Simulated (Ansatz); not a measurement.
# CO on Rh (Rhodium) (111)

An exercise on one series of results from a longer session: the logs are not shown, and one member is left open.

The COD entry's cell or inner coordinates are ideal or old and differ from later refinements, so a difference from it is no clean test against experiment.

Computed with Ansatz 0.2.0 (DFT PBE+D3(BJ), scalar-relativistic, plane waves, PAW, unless a step's input says otherwise).

1 further run of the same task is left out (set aside as unsound or not needed).

### The starting structure

Symmetry: Fm-3m, No. 225, cubic system. The conventional cell has a = 3.793 Å, b = 3.793 Å, c = 3.793 Å, α = 90.00°, β = 90.00°, γ = 90.00°. Around Rh (site symmetry m-3m) lie 12 Rh at 2.68 Å.

Structure file:

```
CELL_PARAMETERS angstrom
0.00000 1.89669 1.89669
1.89669 0.00000 1.89669
1.89669 1.89669 0.00000
ATOMIC_POSITIONS crystal
Rh 0.00000 0.00000 0.00000
```

It is the result of an earlier relaxation at this level (volume 13.65 Å³/atom; gap on the mesh: none (metal)).

A (111) slab, 6.6 Å thick as cut, with 17 Å of vacuum; its outer planes are Rh (top) and Rh (bottom).

The slab as cut. Layers, bottom to top:

```csv
plane,atoms per cell,height over the lowest (Å)
1,Rh3,0.00
2,Rh3,2.19
3,Rh3,4.38
4,Rh3,6.57
```

Set-up of the first run:

Planes are indexed in the bulk's conventional cell (Fm-3m (No. 225)), a = 3.793 Å, b = 3.793 Å, c = 3.793 Å, α = 90.00°, β = 90.00°, γ = 90.00°.

input.yaml

```yaml
crystal:
  lattice:
    - [4.6459122621, 0.0, 0.0]
    - [-2.322956131, 4.0234780427, 0.0]
    - [0.0, 0.0, 23.5703121307]
  atoms:
    - { symbol: Rh, position: [0.0, 0.3333333333, 0.3606231412] }
    - { symbol: Rh, position: [0.3333333333, 0.0, 0.3606231412] }
    - { symbol: Rh, position: [0.6666666667, 0.6666666667, 0.3606231412] }
    - { symbol: Rh, position: [0.3333333333, 0.3333333333, 0.4535410471] }
    - { symbol: Rh, position: [0.6666666667, 0.0, 0.4535410471] }
    - { symbol: Rh, position: [0.0, 0.6666666667, 0.4535410471] }
    - { symbol: Rh, position: [0.6666666667, 0.3333333333, 0.5464589529] }
    - { symbol: Rh, position: [0.0, 0.0, 0.5464589529] }
    - { symbol: Rh, position: [0.3333333333, 0.6666666667, 0.5464589529] }
    - { symbol: Rh, position: [0.0, 0.3333333333, 0.6393768588] }
    - { symbol: Rh, position: [0.3333333333, 0.0, 0.6393768588] }
    - { symbol: Rh, position: [0.6666666667, 0.6666666667, 0.6393768588] }
basis:
  ecutwfc: 420
kpoints:
  mp_grid: { grid: [6, 6, 1] }
hamiltonian:
  xc: pbe
  dispersion: d3bj
scf:
  occupations: { method: gaussian, width: 0.1 }
output:
  forces: true
  eigenvalues: true
  write_density: true
  write_potential: true
  elf: true
  volumetric_format: npy
relax:
  adjacent_minimum: "off"
  f_tol: 0.03
  max_steps: 70
  constraints: [{ sites: [0, 1, 2, 3, 4, 5] }]
efield:
  axis: 3
  dipole_correction: true
```

Run with:

```sh
$ ansatz run input.yaml --threads 4 --pin off --max-ram 10240MiB --backend cpu --events-out ev --progress --plain --runs-dir out
```

Steps of the session up to this table: Relaxing the clean slab; Start: CO, top (Rh); CO at the hollow (nearest Rh) site; Start: CO, bridge (Rh-Rh); CO put at a hollow over Rh site.

One of the session's tables, all rows but one given; the rest of the session is left out.

It belongs to the step «CO: energies by site». 

```
                              start  E_ads (eV)  height (Å)  Δφ, top (eV)  Δ dipole (e·Å)
           top (Rh) at (0.33, 0.00)       -2.16        1.83         +0.74          -0.074
hollow (nearest Rh) at (0.00, 0.67)           ?           ?             ?               ?
     bridge (Rh-Rh) at (0.00, 0.83)       -2.08        1.49         +1.34          -0.136
     hollow over Rh at (0.67, 0.33)       -2.14        1.38         +1.48          -0.152
```

Estimate the missing values for hollow (nearest Rh) at (0.00, 0.67).

As computed: E_ads (eV): -2.10; height (Å): 1.41; Δφ, top (eV): +1.45; Δ dipole (e·Å): -0.150. In the column «E_ads (eV)» it lies between hollow over Rh at (0.67, 0.33) (-2.14) and bridge (Rh-Rh) at (0.00, 0.83) (-2.08).

To keep in mind: A start on a symmetric site keeps its symmetry, so an end may be a saddle point and not a minimum. Spin polarisation is off in the runs that give these values; a magnetic solution could lie lower. Warnings in the runs' records: xc potential rough in thin density.
